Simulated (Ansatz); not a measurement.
# GeHF₃: a ladder of functionals and wavefunction methods

How much do the methods differ for GeHF₃? The plan is to run it at one geometry with functionals of several rungs and with coupled cluster, and see how far each lands from CCSD(T) at the basis-set limit for the atomisation energy.

Method: functionals in def2-TZVPP, the program's frozen cores in correlated methods; program: Ansatz 0.2.0, Gaussian basis.

The runs, in order: LDA (SPW92), PBE-D4, revPBE-D4, BLYP-D4, r2SCAN-D4, B97M-V, PBE0-D4, B3LYP-D4, r2SCANh-D4, r2SCAN0-D4, HSE06-D4, BHLYP-D4, CAM-B3LYP-D4, LC-ωPBE, ωB97X-V, ωB97M-V, B2PLYP, PBE-QIDH; CCSD(T)/def2-SVP; CCSD(T)/def2-TZVPP; MP2/def2-QZVPP; extrapolation to the limit; RPA on PBE.

### Step 1. The geometry

All runs share one geometry, relaxed beforehand with PBE0-D4 in a triple-zeta def2 set.

SMILES `[F][GeH]([F])[F]`, 5 atoms, charge 0, spin multiplicity 1.

Atoms are counted from 1 here; the program's logs count them from 0.

Bond lengths: F1–Ge2 1.707 Å, Ge2–F3 1.707 Å, Ge2–F4 1.707 Å, Ge2–H5 1.516 Å. Angles: F1–Ge2–F3 106.4°, F1–Ge2–F4 106.4°, F1–Ge2–H5 112.4°, F3–Ge2–F4 106.4°, F3–Ge2–H5 112.4°, F4–Ge2–H5 112.4°.

Coordinates:

```xyz
5
charge 0, multiplicity 1
F    -0.24976   -0.73406    1.48302
Ge    0.09556   -0.00866   -0.02333
F    -0.67306    1.51569   -0.01129
F    -0.70808   -0.94396   -1.20399
H     1.58524    0.09729   -0.28571
```

### Step 2. LDA

This LDA is Slater exchange with PW92 correlation.

Contents of in.yaml:

```yaml
crystal:
  periodic: [false, false, false]
  atoms:
    - {symbol: F, position_ang: [-0.249762, -0.734065, 1.483023]}
    - {symbol: Ge, position_ang: [0.095565, -0.008659, -0.023333]}
    - {symbol: F, position_ang: [-0.673062, 1.515692, -0.011289]}
    - {symbol: F, position_ang: [-0.708078, -0.943959, -1.203991]}
    - {symbol: H, position_ang: [1.585239, 0.097291, -0.285708]}
basis:
  gaussian: {orbitals: def2-TZVPP}
hamiltonian: {xc: lda}
output: {orbitals: {seedname: orbitals}}
```

Further steps of the session: PBE-D4 (GGA); revPBE-D4 (GGA); BLYP-D4 (GGA); r2SCAN-D4 (meta-GGA); B97M-V (meta-GGA); PBE0-D4 (hybrid); B3LYP-D4 (hybrid); r2SCANh-D4 (hybrid); r2SCAN0-D4 (hybrid); HSE06-D4 (hybrid); BHLYP-D4 (hybrid); CAM-B3LYP-D4 (range-separated); LC-ωPBE-D4 (range-separated); ωB97X-V (range-separated); ωB97M-V (range-separated); B2PLYP (double hybrid); PBE-QIDH (double hybrid); CCSD(T) in def2-SVP; CCSD(T) in def2-TZVPP; MP2 in def2-QZVPP; RPA on PBE orbitals.

**Question.** What will the summary of the whole plan be? Wanted: atomisation energy, CCSD(T)/CBS; farthest beyond LDA; mean size of error, GGA; mean size of error, meta-GGA; mean size of error, hybrid; mean size of error, range-separated; mean size of error, double hybrid; gap, smallest and largest; T1 diagnostic.

**Answer**, as computed:

| quantity | value |
| --- | --- |
| atomisation energy, CCSD(T)/CBS | 1778.1 kJ/mol |
| functionals within 17.8 kJ/mol (1.0 %) | PBE-D4, r2SCAN-D4, B97M-V, CAM-B3LYP-D4, LC-ωPBE, ωB97X-V |
| farthest beyond LDA | BHLYP-D4 (-130.5 kJ/mol) |
| mean size of error, GGA | 30.7 kJ/mol |
| mean size of error, meta-GGA | 6.4 kJ/mol |
| mean size of error, hybrid | 66.8 kJ/mol |
| mean size of error, range-separated | 15.5 kJ/mol |
| mean size of error, double hybrid | 36.5 kJ/mol |
| gap, smallest and largest | 7.87 eV (LDA (SPW92)), 16.11 eV (LC-ωPBE) |
| T1 diagnostic | 0.0124 |
| triples share of the correlation energy | 2.9 % |

In words: The LDA atomisation energy is off by 294.5 kJ/mol (17 %): it overbinds. PBE-D4 is off by +12.0 kJ/mol. Double hybrids carry the basis error of their MP2 part in triple zeta, and no dispersion term here, so their miss is partly the set-up's. The rungs meta-GGA, range-separated miss on average by less than the doubt on the reference (17.8 kJ/mol), so they tie; hybrid functionals have the largest mean beyond LDA (66.8 kJ/mol), BHLYP with half exact exchange included. Misses under about 17.8 kJ/mol are within the doubt on the reference itself, which lacks core-valence correlation, relativity and higher excitations, and its outer-core shells are covered unevenly. Hartree-Fock recovers 70 % of the binding; the rest is correlation. CCSD(T) in def2-SVP is off by -141.1 kJ/mol, more than most functionals: a good method in a small basis is no reference. The gap grows from 7.9 to 16.1 eV across the functionals, mostly with the share of exact exchange. Correlated methods include outer-core shells of Ge, which these sets cover unevenly.
